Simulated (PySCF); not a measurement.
# IrH: bond curves at several levels of theory

One table from this session's results is given with a row withheld; the runs are named, their logs left out.

Computed with PySCF 2.14.0. Level: H def2-TZVPP, Ir def2-TZVPP with ECP60, scalar-relativistic core potentials.

The first run:

A driver script around PySCF takes these settings:

```yaml
atoms: H, Ir
charge: 0
basis: H def2-TZVPP, Ir def2-TZVPP with ECP60
Hamiltonian: scalar-relativistic core potentials
basis_functions: 70
electrons_treated: 18
masses_in_u: 1.0078, 192.9629
levels: PBE0, PBE, r²SCAN, LDA, PBEsol, M06-L, B3LYP, ωB97X, HF, MP2, SCS-MP2, CCSD, CCSD(T)
grid: 80 radial by 434 angular points
occupations: held fixed by the projection of orbital angular momentum
dissociation_limit: H + Ir, each in its ground configuration
starting_distance_in_angstrom: 1.505
values_of_2S_to_try: 0, 2, 4, 6
```

The run is started by

```bash
OMP_NUM_THREADS=1 python dia.py task.json out
```

Among the steps run: Input; First curve: PBE0; Higher solutions at PBE0; PBE (GGA); r²SCAN (meta-GGA); LDA (local density); PBEsol (GGA); M06-L; B3LYP (global hybrid GGA); ωB97X (range-separated hybrid); UHF; Correlated methods on the Hartree–Fock reference.

One table of the session follows, with a row left open; its other results are not shown here.

It belongs to the step «The curves together». Energy (eV) from each level's lowest point:

| R (Å) | UHF | UHF-MP2 | UHF-SCS-MP2 | UHF-CCSD | UHF-CCSD(T) |
| --- | --- | --- | --- | --- | --- |
| 1.331 | 0.829 | 0.508 | 0.546 | n/a | n/a |
| 1.393 | 0.425 | 0.196 | 0.219 | 0.286 | 0.284 |
| 1.455 | 0.175 | 0.039 | 0.049 | 0.088 | 0.087 |
| 1.502 | 0.067 | 0.000 | 0.000 | 0.017 | 0.017 |
| 1.548 | ? | ? | ? | ? | ? |
| 1.594 | 0.000 | 0.071 | 0.052 | 0.025 | 0.026 |
| 1.656 | 0.037 | 0.199 | 0.168 | 0.111 | 0.111 |
| 1.734 | 0.144 | 0.419 | 0.376 | 0.279 | 0.279 |
| 1.827 | 0.330 | 0.740 | 0.687 | 0.539 | 0.539 |
| 1.950 | 0.625 | 1.217 | 1.163 | n/a | n/a |

**Question.** Estimate the row for R (Å) = 1.548.

Worked estimate for «UHF». A straight line through the neighbours (1.502, 0.067) and (1.594, 0.000) gives 0.067 + (0.000 − 0.067) × (1.548 − 1.502) / (1.594 − 1.502) = 0.034; a parabola fitted to 4 rows on both sides gives 0.013.

The run gave: UHF: 0.012; UHF-MP2: 0.014; UHF-SCS-MP2: 0.005; UHF-CCSD: 0.000; UHF-CCSD(T): 0.000. In «UHF» the line misses by +0.022 and the parabola by +0.001.

Limits of these values: The state is the lowest single determinant that the PBE0 search found; with open d or f shells the true ground state can be another one. At some levels the lowest empty orbital lies below the highest filled one (the two can be of opposite spin).
